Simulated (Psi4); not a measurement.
**One shape, several levels: singlet GaHClO−**

We compute a comparison of 3 runs (HF/3-21G, wB97X-V/def2-SVPD, MP3/def2-SVPD) of singlet GaHClO−. 

The calculation is run with Psi4 1.11.

### 1 The molecule

The species is GaHClO− (4 atoms), meant as a singlet with charge -1. As SMILES of the parent species, `[O][GaH][Cl]`. The coordinates come from a PBE0-D4/def2-TZVP relaxation. That shape belongs to the parent species and isn't relaxed for this state.

Bond lengths: O1–Ga2 1.796 Å, Ga2–Cl3 2.128 Å, Ga2–H4 1.543 Å. Angles: O1–Ga2–Cl3 112.7°, O1–Ga2–H4 122.7°, Cl3–Ga2–H4 124.6°.

### 2 The energy at HF/3-21G (run 1)

calc.py

```python
import psi4

psi4.set_memory('2200 MB')
psi4.set_num_threads(1)
psi4.set_output_file('output.dat', False)

mol = psi4.geometry("""
-1 1
O     -1.739800    -0.117700    -0.212200
Ga     0.030900     0.144300    -0.061200
Cl     1.050700    -1.557300     0.708800
H      0.713700     1.470500    -0.455700
units angstrom
symmetry c1
no_reorient
no_com
""")

options = {'basis': '3-21G', 'puream': True, 'e_convergence': 1e-09, 'd_convergence': 1e-08, 'scf_type': 'pk'}
psi4.set_options(options)

result, w = psi4.energy('hf', return_wfn=True)
psi4.oeprop(w, 'LOWDIN_CHARGES', 'WIBERG_LOWDIN_INDICES', 'MULLIKEN_CHARGES')
print('E =', round(result, 9))
for k, v in sorted(psi4.core.scalar_variables().items()):
    print(f'{k:45s} {v:18.10f}')
```

On the command line:

```bash
$ python calc.py
```

output.dat:

```text
[...]
  Running in c1 symmetry.
[...]
  Nuclear repulsion =  240.936454910321658
[...]
  Multiplicity = 1
[...]
  Nalpha       = 29
  Nbeta        = 29
[...]
    Number of basis functions: 46
[...]
   @RHF iter   1: -2445.78042087966151   -4.55358e+00   1.69994e-02 DIIS/ADIIS
[...]
   @RHF iter  13: -2446.21267789557123   -4.54747e-12   3.10225e-09 DIIS
[...]
  @RHF Final Energy: -2446.21267789557123
   => Energetics <=
    Nuclear Repulsion Energy =            240.9364549103216575
    One-Electron Energy =               -3905.2114496525346112
    Two-Electron Energy =                1218.0623168466415791
    Total Energy =                      -2446.2126778955716873
[...]
 Multipole Moments:
 ------------------------------------------------------------------------------------
     Multipole            Electronic (a.u.)      Nuclear  (a.u.)        Total (a.u.)
 ------------------------------------------------------------------------------------
 L = 1.  Multiply by 2.5417464519 to convert [e a0] to [Debye]
 Dipole X            :         -9.1761731           10.6110012            1.4348280
 Dipole Y            :         41.7528617          -40.5760104            1.1768513
 Dipole Z            :        -15.3257249           15.1161083           -0.2096167
 Magnitude           :                                                    1.8675250
[...]
```

On the terminal:

```text
E = -2446.212677896
CURRENT ENERGY                                  -2446.2126778956
CURRENT REFERENCE ENERGY                        -2446.2126778956
DD SOLVATION ENERGY                                 0.0000000000
HF KINETIC ENERGY                                2446.7547033910
HF POTENTIAL ENERGY                             -4892.9673812865
HF TOTAL ENERGY                                 -2446.2126778956
HF VIRIAL RATIO                                     1.9997784717
NUCLEAR REPULSION ENERGY                          240.9364549103
ONE-ELECTRON ENERGY                             -3905.2114496525
PCM POLARIZATION ENERGY                             0.0000000000
PE ENERGY                                           0.0000000000
SCF ITERATION ENERGY                            -2446.2126778956
SCF ITERATIONS                                     13.0000000000
SCF TOTAL ENERGY                                -2446.2126778956
TWO-ELECTRON ENERGY                              1218.0623168466
```

It took 2 s on 1 thread of AMD EPYC 7R43 (Zen 3), shared host; peak memory 0.2 GiB.

### 3 A single-point energy at wB97X-V/def2-SVPD (run 2)

clgaho.inp

```
memory 2200 mb

molecule mol {
  -1 1
  O     -1.739800    -0.117700    -0.212200
  Ga     0.030900     0.144300    -0.061200
  Cl     1.050700    -1.557300     0.708800
  H      0.713700     1.470500    -0.455700
  symmetry c1
}

set globals {
  basis def2-SVPD
  puream true
  e_convergence 1e-09
  d_convergence 1e-08
  scf_type pk
  dft_radial_points 99
  dft_spherical_points 590
}

e, wfn = energy("wb97x-v", return_wfn=True)
print_variables()
```

On the command line:

```bash
$ psi4 -n 1 clgaho.inp clgaho.out
```

clgaho.out:

```text
[...]
  Running in c1 symmetry.
[...]
  Nuclear repulsion =  240.936454910321658
[...]
  Multiplicity = 1
[...]
  Nalpha       = 29
  Nbeta        = 29
[...]
    Number of basis functions: 96
[...]
   @RKS iter   1: -2458.39936077161974   -2.17049e+00   2.69211e-02 DIIS/ADIIS
[...]
   @RKS iter  14: -2460.25834613435472   -1.81899e-11   7.03649e-09 DIIS
[...]
  @RKS Final Energy: -2460.25834613435472
   => Energetics <=
    Nuclear Repulsion Energy =            240.9364549103216575
    One-Electron Energy =               -3915.7638672215034603
    Two-Electron Energy =                1300.6183585726805632
    DFT Exchange-Correlation Energy =     -86.2893224691106582
    Empirical Dispersion Energy =           0.0000000000000000
    VV10 Nonlocal Energy =                  0.2400300732573422
    Total Energy =                      -2460.2583461343542695
[...]
 Multipole Moments:
 ------------------------------------------------------------------------------------
     Multipole            Electronic (a.u.)      Nuclear  (a.u.)        Total (a.u.)
 ------------------------------------------------------------------------------------
 L = 1.  Multiply by 2.5417464519 to convert [e a0] to [Debye]
 Dipole X            :          1.9847837            0.1307370            2.1155207
 Dipole Y            :          0.8107068           -0.5616012            0.2491056
 Dipole Z            :         -0.0200853            0.2243643            0.2042790
 Magnitude           :                                                    2.1399092
[...]
```

It took 49 s on 1 thread of AMD EPYC 7R43 (Zen 3), shared host; peak memory 0.98 GiB.

### 4 The energy at MP3/def2-SVPD (run 3)

clgaho.json

```json
{
  "schema_name": "qcschema_input",
  "schema_version": 1,
  "molecule": {
    "schema_name": "qcschema_molecule",
    "schema_version": 2,
    "symbols": ["O", "Ga", "Cl", "H"],
    "geometry": [-3.28774551, -0.22242076, -0.40099988, 0.05839254, 0.27268748, -0.11565124, 1.98553524, -2.94287049, 1.33943788, 1.34869754, 2.77884227, -0.86114819],
    "molecular_charge": -1,
    "molecular_multiplicity": 1,
    "fix_symmetry": "c1"
  },
  "driver": "energy",
  "model": {
    "method": "mp3",
    "basis": "def2-SVPD"
  },
  "keywords": {
    "puream": true,
    "e_convergence": 1e-09,
    "d_convergence": 1e-08,
    "scf_type": "pk",
    "num_frozen_docc": 15,
    "mp_type": "conv"
  }
}
```

On the command line:

```bash
$ psi4 --qcschema clgaho.json -n 1 --memory 2200MB
```

stdout:

```text
[...]
  Running in c1 symmetry.
[...]
  Nuclear repulsion =  240.936455086215517
[...]
  Multiplicity = 1
[...]
  Nalpha       = 29
  Nbeta        = 29
[...]
    Number of basis functions: 96
[...]
   @RHF iter   1: -2456.31800783881727   -3.29323e+00   2.41881e-02 ADIIS/DIIS
[...]
   @RHF iter  14: -2457.80353583669785   -1.13687e-11   5.56541e-09 DIIS
[...]
  @RHF Final Energy: -2457.80353583669785
   => Energetics <=
    Nuclear Repulsion Energy =            240.9364550862155170
    One-Electron Energy =               -3917.1237877596004182
    Two-Electron Energy =                1218.3837968366872246
    Total Energy =                      -2457.8035358366978471
[...]
 Multipole Moments:
 ------------------------------------------------------------------------------------
     Multipole            Electronic (a.u.)      Nuclear  (a.u.)        Total (a.u.)
 ------------------------------------------------------------------------------------
 L = 1.  Multiply by 2.5417464519 to convert [e a0] to [Debye]
 Dipole X            :          2.2709081            0.1307370            2.4016451
 Dipole Y            :          0.8423402           -0.5616012            0.2807390
 Dipole Z            :          0.0083932            0.2243643            0.2327575
 Magnitude           :                                                    2.4291746
[...]
	SCS-MP2 Total Energy (a.u.)        : -2458.36772957480071
	SOS-MP2 Total Energy (a.u.)        : -2458.35117691525193
[...]
	SOS-PI-MP2 Total Energy (a.u.)     : -2458.39330315206371
[...]
	MP2 Total Energy (a.u.)            : -2458.40083489389826
[...]
	SCS-MP3 Total Energy (a.u.)        : -2458.36106410082721
[...]
	MP3 Total Energy (a.u.)            : -2458.37417299800518
[...]
```

The result, in JSON:

```text
{
 "driver": "energy",
 "model": {
  "method": "mp3",
  "basis": "def2-SVPD"
 },
 "success": true,
 "return_result": -2458.374172998005,
 "properties": {
  "calcinfo_nbasis": 96,
  "calcinfo_nmo": 96,
  "calcinfo_nalpha": 29,
  "calcinfo_nbeta": 29,
  "calcinfo_natom": 4,
  "nuclear_repulsion_energy": 240.93645508621552,
  "return_energy": -2458.374172998005,
  "scf_one_electron_energy": -3917.1237877596004,
  "scf_two_electron_energy": 1218.3837968366872,
  "scf_dipole_moment": [2.4016450584146103, 0.280738976506794, 0.2327574685939806],
  "scf_total_energy": -2457.803535836698,
  "scf_iterations": 14,
  "mp2_same_spin_correlation_energy": -0.17603668908216752,
  "mp2_opposite_spin_correlation_energy": -0.42126236811837575,
  "mp2_singles_energy": 0.0,
  "mp2_doubles_energy": -0.5972990572005432,
  "mp2_correlation_energy": -0.5972990572004164,
  "mp2_total_energy": -2458.4008348938983
 }
}
```

Wall time 12 s (1 thread of AMD EPYC 7R43 (Zen 3), shared host); peak memory 0.66 GiB.

### 5 The series

```csv
run,level,integration grid,frozen core orbitals,energy (Eh),HOMO energy (eV),LUMO energy (eV),HOMO–LUMO gap (eV),wall time
1,HF/3-21G,–,0,-2446.212678,-3.17,7.40,10.58,2 s
2,wB97X-V/def2-SVPD,99 radial × 590 angular,0,-2460.258346,-3.31,4.95,8.27,49 s
3,MP3/def2-SVPD,–,15,-2458.374173,-4.22,5.01,9.22,12 s
```

### 6 Summary of results

| quantity | value |
| --- | --- |
| run 3: total energy | -2458.37417 Eh |
| run 3: HOMO energy (Hartree–Fock orbitals) | -4.22 eV |
| run 3: LUMO energy (Hartree–Fock orbitals) | 5.01 eV |
| run 3: HOMO–LUMO gap (to an unbound level, set by the basis) | 9.22 eV |
| run 3: correlation energy (15 core orbitals frozen) | -570.6 mEh |

All runs together took 63 s, the longest 49 s.
